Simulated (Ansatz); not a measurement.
Ti3Se under changes of volume

One of the cells (17.581 Å³/atom); the others are scaled copies at fixed shape and fractional positions:

```
Se Ti
1.0
     3.19745    0.00000    0.00000
    -1.59872    2.76907    0.00000
     0.00000    0.00000    7.94275
Se Ti
1 3
Direct
  0.00000 0.00000 0.00000
  0.66667 0.33333 0.50000
  0.33333 0.66667 0.77290
  0.33333 0.66667 0.22710
```

The cell comes from a database or a generator and needn't be the stable form of this composition.

- Program: Ansatz 0.2.0
- Functional: PBE
- Potentials or basis: Ansatz PAW
- Cutoff: 420 eV (not typed: the program's choice for these potentials)
- k mesh: 10 × 10 × 4
- Occupations: fermi-dirac, width 0.05 eV
- Spin: no spin polarisation

```tsv
volume (Å³/atom)	energy over the lowest point (meV/atom)	pressure (GPa)	largest force (eV/Å)
16.526	25.48	8.1	0.233
16.878	11.07	5.2	0.154
17.230	2.78	2.5	0.083
17.581	0.00	0.1	0.021
17.933	?	?	?
18.284	8.91	-4.0	0.083
18.636	19.68	-5.7	0.126
```

What does the run at 17.933 Å³/atom give?

Energy over the lowest point 2.21 meV/atom; pressure -2.0 GPa; largest force 0.034 eV/Å.

Worked out: A Birch-Murnaghan fit of order 3 (a polynomial in V^(-2/3)) to the other rows has its minimum at 17.60 Å³/atom with B0 = V·E''(V) = 113 GPa and B' = 4.1 at fixed shape and positions, which overstates the stiffness. It gives 2.21 meV/atom at 17.933 Å³/atom, against the run's 2.21, and -dE/dV = -2.1 GPa, against -2.0.

Energies are extrapolated to zero smearing.
